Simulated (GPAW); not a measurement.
The system is Ta3AsAu2O13.

```
Ta As Au O
1.0
     5.24237    3.02668    4.14273
    -5.24237    3.02668    4.14273
     0.00000   -6.05337    4.14273
Ta As Au O
3 1 2 13
Cartesian
  -1.7887 1.0327 4.2854
  0.0000 -2.0655 4.2854
  1.7887 1.0327 4.2854
  0.0000 0.0000 6.9446
  0.0000 0.0000 12.0005
  0.0000 0.0000 9.3342
  -1.3566 0.7832 6.1532
  0.0000 -1.5665 6.1532
  1.3566 0.7832 6.1532
  2.5380 -0.6359 3.6068
  -0.7183 2.5159 3.6068
  -1.8197 -1.8800 3.6068
  1.8197 -1.8800 3.6068
  -2.5380 -0.6359 3.6068
  0.7183 2.5159 3.6068
  -3.3469 1.9323 4.0073
  0.0000 -3.8647 4.0073
  3.3469 1.9323 4.0073
  0.0000 0.0000 3.8329
```

The cell was built by a generator and needn't be a form met in nature.

Base run:

* Program: GPAW 26.7.0
* Functional: GLLB-SC
* Potentials or basis: the program's PAW data sets (release 1.2.1) made for this functional
* Cutoff: 800 eV
* Basis: pw
* k mesh: 3 × 3 × 3
* Occupations: fermi-dirac, width 0.05 eV
* Spin: no spin polarisation

Its results: band gap on the k mesh with the derivative discontinuity 2.36 eV.

Q: The run is repeated on the same cell with these changes: functional from GLLB-SC to RPBE. What comes out?

A: Band gap on the k mesh 1.15 eV, indirect (least direct gap 1.19 eV).

Caveats: spin-orbit coupling is left out, which moves the levels of the heavy elements; the GLLB-SC gap is the Kohn-Sham gap of the path plus the derivative discontinuity (some runs); a model potential gives levels but no total energy (some runs); an odd mesh through Γ misses points on the zone boundary, where band edges often lie (some runs).

Not every run made on this cell is shown here.
